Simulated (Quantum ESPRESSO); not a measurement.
SiO:

```
CELL_PARAMETERS angstrom
0.00000 2.43364 2.43364
2.43364 0.00000 2.43364
2.43364 2.43364 0.00000
ATOMIC_POSITIONS crystal
Si 0.75000 0.75000 0.75000
O 0.00000 0.00000 0.00000
```

The cell was built by a generator and needn't be a form met in nature.

Base run:

```yaml
Program: Quantum ESPRESSO 7.5
Functional: HLE16
Potentials_or_basis: SG15 PBE 1.2
Cutoff: 1197 eV
Density_cutoff: 4789 eV
k_mesh: 9 × 9 × 9
Occupations: fermi-dirac, width 0.05 eV
Spin: no spin polarisation
```

Its results: band gap on the k mesh none (metal or under the smearing width); pressure -12.2 GPa.

**Question.** The run is repeated on the same cell with these changes: functional from HLE16 to RPBE. What comes out?

**Answer.** Band gap on the k mesh none (metal or under the smearing width); pressure 1.8 GPa.

Caveats: the potentials were made for another functional, which shifts forces and pressure; the potentials were made for a functional far from this one (some runs).
